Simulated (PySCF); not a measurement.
# CoNCl₂: relaxation and vibrations of the quintet

The task is one start of a wider search on CoNCl₂: the quintet, from a trigonal pyramidal start. It is relaxed, tested by its Hessian and followed downhill if it is a saddle.

Program: PySCF 2.14.0. Level of theory: PBE0, basis Co def2-TZVP, N def2-TZVP, Cl def2-TZVP, no relativity, density fitting. These are calculated values, not measurements.

**1. The starting structure**

4 atoms, charge 0, spin multiplicity 5.

Bond lengths: Co1–N2 1.630 Å, Co1–Cl3 2.100 Å, Co1–Cl4 2.100 Å. Angles: N2–Co1–Cl3 99.8°, N2–Co1–Cl4 99.8°, Cl3–Co1–Cl4 99.8°.

```xyz
4
charge 0 multiplicity 5
Co    0.0000   -0.6393    0.0000
N     1.6296   -0.6760    0.0000
Cl   -0.3263    0.6741   -1.6058
Cl   -0.3263    0.6741    1.6058
```

**2. Finding the electronic state**

The steps below are one call of a driver around PySCF. For each, scf.py gives the equivalent set-up of the SCF; relaxations use the driver's own optimiser. After this first run the driver tries any further starts and a stability analysis.

Input file scf.py:

```python
from pyscf import gto, scf, dft
mol = gto.M(atom='''
Co     0.000000    -0.639330    -0.000000
N      1.629580    -0.676030    -0.000010
Cl    -0.326270     0.674090    -1.605790
Cl    -0.326280     0.674090     1.605790''',
    basis={'Co': 'def2-TZVP', 'N': 'def2-TZVP', 'Cl': 'def2-TZVP'},
    charge=0, spin=4)
mf = dft.UKS(mol, xc='PBE0')
mf.grids.atom_grid = (50, 194)
aux = {'Co': 'def2-universal-JKFIT', 'N': 'def2-universal-JKFIT', 'Cl': 'def2-universal-JKFIT'}
mf = mf.density_fit(auxbasis=aux)
mf.conv_tol = 1e-08
mf.diis_space = 10
mf.max_cycle = 60
mf.init_guess = 'minao'
mf.verbose = 4
mf.kernel()
```

Launch:

```
$ OMP_NUM_THREADS=4 python axn.py task.json out
```

Further steps of the session: Trigonal pyramidal start, quintet: relaxation; Hessian and properties.

What does the calculation give? Wanted: minimum; geometry; wavenumbers; dipole moment; highest occupied, lowest empty level; polar-tensor charge of Co1; zero-point energy; atomisation energy; ⟨S²⟩.

**Answer**, as computed:

| quantity | value |
| --- | --- |
| minimum | quintet, Cs |
| geometry | Co–Cl 2.097 Å (×2), Co–N 1.769 Å; Cl–Co–Cl 162.5°, Cl–Co–N 98.6° (×2) |
| wavenumbers (cm⁻¹) | 85 (a'), 130 (a'), 143 (a''), 357 (a'), 497 (a''), 543 (a') |
| dipole moment | 0.59 D |
| highest occupied, lowest empty level (either spin) | -8.53, -4.97 eV |
| polar-tensor charge of Co1 | +0.94 e |
| zero-point energy | 10.5 kJ/mol |
| entropy at 298.15 K | 346.6 J/(mol K) |
| atomisation energy (no zero-point energy) | 784 kJ/mol |
| ⟨S²⟩ | 6.113 |

In words: The molecule stays Cs, as typed, and the end point is a minimum. In the infrared the band at 497 cm⁻¹ (a'', stretch) leads. Most of the spin sits on Co1 (Mulliken spin 2.19, against 4 for the whole molecule). Other starts or spin states, not run here, may lie lower. Open d and f shells are described by one determinant, and the ground state may have another occupation or spin.
